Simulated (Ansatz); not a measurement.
# AlGeH5 (singlet): wave-function methods side by side at distance Ge1–Al2 = 2.479 Å, cc-pVDZ

An exercise on one series of results from a longer session: the logs are not shown, and one member is left open.

The runs use Ansatz 0.2.0, Gaussian basis; cc-pVDZ, core rule «outside noble gas», up to 19 orbitals frozen.

The runs, in order: UHF; CCSD(T) on RHF; BCCD(T) on RHF; CISD; CCSDT(Q) on RHF; CASSCF and NEVPT2, 2 electrons in 2 orbitals; CASSCF and NEVPT2, 8 electrons in 8 orbitals.

19 further runs of the same task are left out: 2 for a mislabelled method, 11 that didn't finish, 6 set aside as unsound or not needed.

## The geometry

The geometry derives from a PBE0/def2-TZVP stationary point (not a proven minimum). One bond is set to the value named and the two fragments are kept rigid. No spin-orbit coupling is included. The filled d shell of Ge may be among the frozen orbitals whatever the setting's name suggests; the logs give the count.

7 atoms, charge 0, spin multiplicity 1.

Atoms are counted from 1 here; the program's logs count them from 0.

Bond lengths: Ge1–Al2 2.479 Å, Ge1–H3 1.541 Å, Ge1–H4 1.543 Å, Ge1–H5 1.543 Å, Al2–H6 1.588 Å, Al2–H7 1.588 Å. Angles: Al2–Ge1–H3 113.9°, Al2–Ge1–H4 111.3°, Al2–Ge1–H5 111.3°, H3–Ge1–H4 106.9°, H3–Ge1–H5 106.9°, H4–Ge1–H5 106.0°, Ge1–Al2–H6 121.3°, Ge1–Al2–H7 119.4°, H6–Al2–H7 119.3°.

The first run:

in.yaml

```yaml
crystal:
  periodic: [false, false, false]
  atoms:
    - {symbol: Ge, position_ang: [0.000000, 0.000899, 0.685381]}
    - {symbol: Al, position_ang: [0.000000, 0.001025, -1.793332]}
    - {symbol: H, position_ang: [0.000000, 1.409025, 1.310315]}
    - {symbol: H, position_ang: [1.232737, -0.738751, 1.246452]}
    - {symbol: H, position_ang: [-1.232737, -0.738751, 1.246452]}
    - {symbol: H, position_ang: [0.000000, 1.358175, -2.617361]}
    - {symbol: H, position_ang: [0.000000, -1.381914, -2.574090]}
basis:
  gaussian: {orbitals: cc-pVDZ}
magnetization: {spin_polarized: true, initial_magnetization: 0}
hamiltonian: {xc: hf}
output: {orbitals: {seedname: orbitals}}
```

Started as:

```sh
$ ansatz run in.yaml --threads 1 --pin off --events-out ev --progress --plain --max-ram 2393MiB
```

Steps of the session up to this table: UHF; CCSD(T) on RHF; BCCD(T) on RHF; CISD; CCSDT(Q) on RHF; CASSCF and NEVPT2, 2 electrons in 2 orbitals; CASSCF and NEVPT2, 8 electrons in 8 orbitals.

One of the session's tables, all rows but one given; the rest of the session is left out.

It belongs to the step «Misses and costs». 

```
         method  from RCCSDT(Q) (kcal/mol)
            RHF                    +137.88
           RMP2                     +31.52
           CISD                     +14.99
          RCCSD                      +3.48
       RCCSD(T)                      +0.73
        BCCD(T)                      +0.71
         RCCSDT                      +0.10
      RCCSDT(Q)                          0
    CASSCF pair                    +128.96
    NEVPT2 pair                     +31.59
CASSCF frontier                    +102.07
NEVPT2 frontier                          ?
```

**Question.** Estimate the row for NEVPT2 frontier.

The run gave: from RCCSDT(Q) (kcal/mol): +31.16. In the column «from RCCSDT(Q) (kcal/mol)» it lies between CISD (+14.99) and RMP2 (+31.52).
